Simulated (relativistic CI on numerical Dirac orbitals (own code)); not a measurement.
# In⁺: one ion under different settings

How much do the settings matter for In⁺? One ion, several inputs.

The numbers are computed with relativistic CI on numerical Dirac orbitals (own code) version 3 (Dirac-Coulomb-Breit CI, KLI orbitals optimised for each configuration, model QED (radiative potential, 1s self-energy scaled to tabulated hydrogen-like ionisation energies), numerical settings as typed), except any that are marked as measured or tabulated.

**1. The system**

| Item | Value |
| --- | --- |
| ion | In⁺ (In II) |
| nuclear charge | 49 |
| electrons | 48 |
| isotope | A = 115 |

**2. The usual input**

Input settings:

```ini
atom In  Z=49  charge=1  electrons=48
nucleus A=115  rms_radius_fm=4.6156
hamiltonian dirac-coulomb  breit=on  qed=on  c_scale=1
orbitals kli  potential=per-configuration
slater_scale 1
correlation none
mixing on
grid step=0.0125 r_max=100.6
scf mixing=0.4 start=green max_iterations=150 tolerance=2e-08 node_fill=0.05
configurations
  [Kr] 4d10 5s2
end
```

The run is started by

```bash
$ python run_levels.py task.json out
```

One command runs all members of the session, one after another, from task.json.

**3. Iteration limit 20**

Changes to the settings of step 2:

```diff
@@ -8,3 +8,3 @@
 grid step=0.0125 r_max=100.6
-scf mixing=0.4 start=green max_iterations=150 tolerance=2e-08 node_fill=0.05
+scf mixing=0.4 start=green max_iterations=20 tolerance=2e-08 node_fill=0.05
 configurations
```

**4. Nuclear radius 5.0772**

Input settings:

```ini
atom In  Z=49  charge=1  electrons=48
nucleus A=115  rms_radius_fm=5.0772
hamiltonian dirac-coulomb  breit=on  qed=on  c_scale=1
orbitals kli  potential=per-configuration
slater_scale 1
correlation none
mixing on
grid step=0.0125 r_max=100.6
scf mixing=0.4 start=green max_iterations=150 tolerance=2e-08 node_fill=0.05
configurations
  [Kr] 4d10 5s2
end
```

**5. Breit term off**

Input settings:

```ini
atom In  Z=49  charge=1  electrons=48
nucleus A=115  rms_radius_fm=4.6156
hamiltonian dirac-coulomb  breit=off  qed=on  c_scale=1
orbitals kli  potential=per-configuration
slater_scale 1
correlation none
mixing on
grid step=0.0125 r_max=100.6
scf mixing=0.4 start=green max_iterations=150 tolerance=2e-08 node_fill=0.05
configurations
  [Kr] 4d10 5s2
end
```

**6. Slater scale 1.2**

Changes to the settings of step 5:

```diff
@@ -2,5 +2,5 @@
 nucleus A=115  rms_radius_fm=4.6156
-hamiltonian dirac-coulomb  breit=off  qed=on  c_scale=1
+hamiltonian dirac-coulomb  breit=on  qed=on  c_scale=1
 orbitals kli  potential=per-configuration
-slater_scale 1
+slater_scale 1.2
 correlation none
```

**7. Node fill 50**

Input settings:

```ini
atom In  Z=49  charge=1  electrons=48
nucleus A=115  rms_radius_fm=4.6156
hamiltonian dirac-coulomb  breit=on  qed=on  c_scale=1
orbitals kli  potential=per-configuration
slater_scale 1
correlation none
mixing on
grid step=0.0125 r_max=100.6
scf mixing=0.4 start=green max_iterations=54 tolerance=2e-08 node_fill=50
configurations
  [Kr] 4d10 5s2
end
```

(Steps that only read results are left out.)

Q: Predict the outcome of this session. Wanted: lowest level, usual settings; total energy.

As calculated:

| setting | total energy less usual (Ha) | largest shift of a level among the lowest eight of both runs, same label and place (cm⁻¹) | SCF iterations | time | lowest level | kind of change |
| --- | --- | --- | --- | --- | --- | --- |
| usual | 0 | 0 | 11 | 0.11 s | 5s2 1S0 | - |
| iteration limit 20 | 0 | - | 11 | 0.12 s | 5s2 1S0 | numerical |
| nuclear radius 5.0772 | 0.0271 | - | 11 | 0.12 s | 5s2 1S0 | unphysical constant |
| Breit term off | -4.12 | - | 11 | 0.11 s | 5s2 1S0 | model term |
| Slater scale 1.2 | 0 | - | 11 | 0.12 s | 5s2 1S0 | model term |
| node fill 50 | 0.963 | - | 13 | 0.12 s | 5s2 1S0 | unsound |

| quantity | value |
| --- | --- |
| lowest level, usual settings | 5s2 1S0 |
| total energy | -5873.3457 Ha |

In words: No visible change in the result comes from «iteration limit 20» or «Slater scale 1.2». Only the listed configurations are in the model. Near neutrality, missing correlation can shift configurations against each other by thousands of cm⁻¹.
